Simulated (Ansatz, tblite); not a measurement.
**The cluster Cd2Se3−: a ladder of methods and basis sets**

The task here is to estimate one member of a computed series from the others.

Program: Ansatz 0.2.0, Gaussian basis. Level of theory: as each input shows. These are calculated values, not measurements.

Levels to be run: GFN1-xTB, GFN2-xTB, PBE-D4/def2-TZVPD, r2SCAN-D4/def2-TZVPD, HF/def2-TZVPD, BLYP-D4/def2-TZVPD, MP2/def2-TZVPD, RPA/def2-TZVPD.

11 further runs of the same task are left out: 4 that didn't finish, 7 set aside as unsound or not needed.

**The structure**

The geometry is that of the doublet, from an earlier relaxation (r2SCAN-D4/def2-SVPD). At that level it is the lowest of the isomers that a small search found.

5 atoms, charge -1, spin multiplicity 2.

Bond lengths: Cd1–Se4 2.412 Å, Cd1–Se5 2.477 Å, Cd2–Se3 2.412 Å, Cd2–Se5 2.477 Å. Angles: Se4–Cd1–Se5 175.9°, Se3–Cd2–Se5 175.9°, Cd1–Se5–Cd2 96.1°.

Cd takes a core potential in the def2 sets. No spin-orbit coupling is included. The ion is computed in the gas phase, without counter-ions or solvent.

PBE0-D4/def2-TZVPD was run before; its log isn't repeated, and its numbers join the tables.

The first run:

Tight binding, by tblite at 300 K electronic temperature and without a spin-polarisation term:

```python
tblite.interface.Calculator('GFN1-xTB', numbers, positions, charge=-1, uhf=1).singlepoint()
```

Tight binding, by tblite at 300 K electronic temperature and without a spin-polarisation term:

```python
tblite.interface.Calculator('GFN2-xTB', numbers, positions, charge=-1, uhf=1).singlepoint()
```

start.molden holds the orbitals of an earlier run on this state, given as this run's starting guess.

Contents of in.yaml:

```yaml
crystal:
  periodic: [false, false, false]
  atoms:
    - {symbol: Cd, position_ang: [0.155989, -0.109915, 1.850792]}
    - {symbol: Cd, position_ang: [0.293473, -0.156308, -1.830685]}
    - {symbol: Se, position_ang: [-0.908137, 0.575740, -3.789920]}
    - {symbol: Se, position_ang: [-1.189455, 0.667551, 3.696001]}
    - {symbol: Se, position_ang: [1.648130, -0.977068, 0.073823]}
basis:
  gaussian: {orbitals: def2-TZVPD, initial_orbitals: start.molden}
total_charge: -1
magnetization: {spin_polarized: true, initial_magnetization: 1}
hamiltonian: {xc: pbe, dispersion: d4}
scf: {omitted_lower_state_checks: [starts]}
output: {forces: true, orbitals: {seedname: orbitals}}
```

Command:

```
$ ansatz run in.yaml --threads 4 --pin off --events-out ev --progress --plain --max-ram 4787MiB
```

Among the steps run: PBE-D4/def2-TZVPD; r2SCAN-D4/def2-TZVPD; HF/def2-TZVPD; BLYP-D4/def2-TZVPD; MP2/def2-TZVPD; RPA/def2-TZVPD.

One table of the session follows, with a row left open; its other results are not shown here.

| level | HOMO (eV) | gap (eV) |
| --- | --- | --- |
| HF/def2-TZVPD | -3.34 | 5.09 |
| PBE-D4/def2-TZVPD | -1.70 | 0.08 |
| BLYP-D4/def2-TZVPD | -1.55 | 0.05 |
| r2SCAN-D4/def2-TZVPD | -1.77 | 0.09 |
| PBE0-D4/def2-TZVPD | ? | ? |

Estimate the missing values for PBE0-D4/def2-TZVPD.

The run gave: HOMO (eV): -1.94; gap (eV): 0.59. In the column «HOMO (eV)» it lies between HF/def2-TZVPD (-3.34) and r2SCAN-D4/def2-TZVPD (-1.77).
